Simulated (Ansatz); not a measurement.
**BFH5NOSSi: small, medium and large basis sets**

The task here is to estimate one member of a computed series from the others.

The runs use Ansatz 0.2.0, Gaussian basis; one geometry, several basis sets.

The runs, in order: PBE0-D4/def2-SVP; ωB97M-V/def2-SVP; PBE0-D4/def2-QZVPP; ωB97M-V/def2-QZVPP; the functionals' def2-TZVPP values are taken from earlier runs.

## Structure used throughout

An earlier PBE0-D4 in a triple-zeta def2 set relaxation fixed the geometry.

SMILES `BS[Si](N)(O)F`, 11 atoms, charge 0, spin multiplicity 1.

Atoms are counted from 1 here; the program's logs count them from 0.

Bond lengths: B1–S2 1.772 Å, B1–H7 1.192 Å, B1–H8 1.197 Å, S2–Si3 2.157 Å, Si3–N4 1.680 Å, Si3–O5 1.622 Å, Si3–F6 1.590 Å, N4–H9 1.005 Å, N4–H10 1.005 Å, O5–H11 0.959 Å. Angles: S2–B1–H7 117.3°, S2–B1–H8 122.0°, H7–B1–H8 120.7°, B1–S2–Si3 101.2°, S2–Si3–N4 113.6°, S2–Si3–O5 110.5°, S2–Si3–F6 105.1°, N4–Si3–O5 107.9°, N4–Si3–F6 107.3°, O5–Si3–F6 112.5°, Si3–N4–H9 122.6°, Si3–N4–H10 122.4°, H9–N4–H10 113.4°, Si3–O5–H11 117.2°.

The first run:

in.yaml

```yaml
crystal:
  periodic: [false, false, false]
  atoms:
    - {symbol: B, position_ang: [-0.181089, -2.306458, 0.427425]}
    - {symbol: S, position_ang: [0.727976, -0.937524, 1.090622]}
    - {symbol: Si, position_ang: [-0.145951, 0.710062, 0.007654]}
    - {symbol: N, position_ang: [0.692171, 2.154715, 0.189546]}
    - {symbol: O, position_ang: [-0.218299, 0.372124, -1.577454]}
    - {symbol: F, position_ang: [-1.584664, 0.912899, 0.652559]}
    - {symbol: H, position_ang: [0.065834, -3.388564, 0.861233]}
    - {symbol: H, position_ang: [-1.001454, -2.165003, -0.432314]}
    - {symbol: H, position_ang: [0.572662, 2.753663, 0.987256]}
    - {symbol: H, position_ang: [1.501427, 2.380411, -0.361483]}
    - {symbol: H, position_ang: [-0.363312, -0.543226, -1.824446]}
basis:
  gaussian: {orbitals: def2-SVP}
hamiltonian: {xc: pbe0, dispersion: d4}
output: {orbitals: {seedname: orbitals}}
```

Steps of the session up to this table: PBE0-D4 in def2-SVP; ωB97M-V in def2-SVP; PBE0-D4 in def2-QZVPP; ωB97M-V in def2-QZVPP.

One table of the session follows, with a row left open; its other results are not shown here.

It belongs to the step «Density functionals: the series». 

| functional | basis | HOMO (eV) |
| --- | --- | --- |
| PBE0-D4 | def2-SVP | -7.87 |
| PBE0-D4 | def2-TZVPP | -8.05 |
| PBE0-D4 | def2-QZVPP | -8.09 |
| ωB97M-V | def2-SVP | ? |
| ωB97M-V | def2-TZVPP | -10.33 |
| ωB97M-V | def2-QZVPP | -10.37 |

**Question.** Estimate the row for ωB97M-V, def2-SVP.

As computed: HOMO (eV): -10.15. In the column «HOMO (eV)» it lies between ωB97M-V, def2-TZVPP (-10.33) and PBE0-D4, def2-QZVPP (-8.09).
